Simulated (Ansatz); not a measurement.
# BFH2, SMILES BF: the interaction energy of a dimer with the counterpoise correction

Computed with Ansatz 0.2.0 through its Python package.

At the Python prompt:
```pycon
>>> import ansatz as az
>>> import numpy as np
>>> BASIS = "def2-SVPD"
>>> FUNCTIONAL = "HF"
>>> FIRST = [
...     ("B", (-0.0276, -0.0243, -0.0215)),
...     ("F", (1.1342, -0.2784, 0.6899)),
...     ("H", (-1.0873, -0.6068, 0.1581)),
...     ("H", (-0.0193, 0.9095, -0.8265)),
... ]
>>> SECOND = [
...     ("B", (-0.936, -1.9231, 2.1989)),
...     ("F", (-1.7469, -2.7886, 2.9157)),
...     ("H", (-0.5346, -0.8475, 2.6189)),
...     ("H", (-0.5181, -2.2988, 1.1015)),
... ]
>>> def energy(atoms, ghosts=()):
...     molecule = az.Crystal.molecule()
...     for symbol, xyz in atoms:
...         molecule = molecule.atom(symbol, xyz)
...     calc = (
...         molecule.calculation()
...         .basis(gaussian=BASIS)
...         .functional(FUNCTIONAL)
...     )
...     deck = calc.input()
...     if ghosts:
...         deck = deck.set(az.key.basis.gaussian.ghost_atoms, [{"symbol": s, "position_ang": list(xyz)} for s, xyz in ghosts])
...     return az.Session.from_dict(deck).plan().execute().report["free_energy_ev"]
...
>>> direction = np.array([-0.3013, -0.6337, 0.7125])
>>> print("shift (A)   counterpoise-corrected interaction (eV)")
shift (A)   counterpoise-corrected interaction (eV)
>>> for shift in (-0.3, 0.0, 0.4, 1.0, 2.0):
...     moved = [(s, tuple(np.round(np.array(xyz) + shift * direction, 4))) for s, xyz in SECOND]
...     gain = energy(FIRST + moved) - energy(FIRST, moved) - energy(moved, FIRST)
...     print(f"{shift:8.2f} {gain:14.3f}")
...
   -0.30          0.765
    0.00          0.334
    0.40          0.100
    1.00          0.013
    2.00         -0.001
```

What to keep in mind:
- The dimer is a generated trial pose of unrelaxed monomers, not a minimum, so the figure is no binding energy, and the basis set is small.
- Hartree-Fock leaves correlation out, so bond, atomisation and ionisation energies come out well too low.
- This level lacks the dispersion part of the attraction (electrostatics and induction are there), which can decide the sign where the interaction is weak.
- Wall time of the script: 8.7 s on 1 thread of Intel(R) Xeon(R) Processor @ 2.30GHz, on a shared host, peak memory 0.27 GiB.
